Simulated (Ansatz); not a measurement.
CsLiCr2Te2S3:

```
Cs Li Cr Te S
1.0
     7.28959   -2.10433    0.01772
     7.28959    2.10433    0.01772
    -2.53315    0.00000    7.28100
Cs Li Cr Te S
1 1 2 2 3
Cartesian
  7.2896 0.0000 0.0177
  -1.2666 0.0000 3.6405
  3.6953 0.0000 3.1643
  8.3507 0.0000 4.1521
  11.3199 0.0000 1.2975
  0.7262 0.0000 6.0190
  1.3789 0.0000 2.8973
  10.6672 0.0000 4.4191
  6.0230 0.0000 3.6582
```

The cell was built by a generator and needn't be a form met in nature.

Base run:

| Item | Value |
| --- | --- |
| Program | Ansatz 0.2.0 |
| Functional | PBE |
| Potentials or basis | JTH PAW |
| Cutoff | 1230 eV |
| Density cutoff | 7380 eV |
| k mesh | 7 × 7 × 4 |
| Occupations | fermi-dirac, width 0.05 eV |
| Spin | collinear spin, ferromagnetic start |
| Starting moments | [0.0, 0.0, 3.0, 3.0, 0.0, 0.0, 0.0, 0.0, 0.0] μB |

Its results: band gap on the k mesh none (metal or under the smearing width); pressure 0.2 GPa; net moment 5.21 μB per cell; site moments Cs +0.00; Li +0.00; Cr +2.59; Te -0.14; S -0.14, -0.03 μB; largest force 0.022 eV/Å.

The run is repeated on the same cell with these changes: potentials or basis from JTH PAW to PseudoDojo standard (PBE files); cutoff from 1230 eV to 1279 eV; density cutoff from 7380 eV to 5116 eV; valence electrons from 70 to 90. What comes out?

Band gap on the k mesh none (metal or under the smearing width); pressure 0.2 GPa; net moment 5.32 μB per cell; site moments Cs +0.00; Li +0.00; Cr +2.67; Te -0.14; S -0.15, -0.03 μB; largest force 0.059 eV/Å.

Caveats: only a ferromagnetic start was run, and an antiferromagnetic order may lie lower in energy.

Not every run made on this cell is shown here.
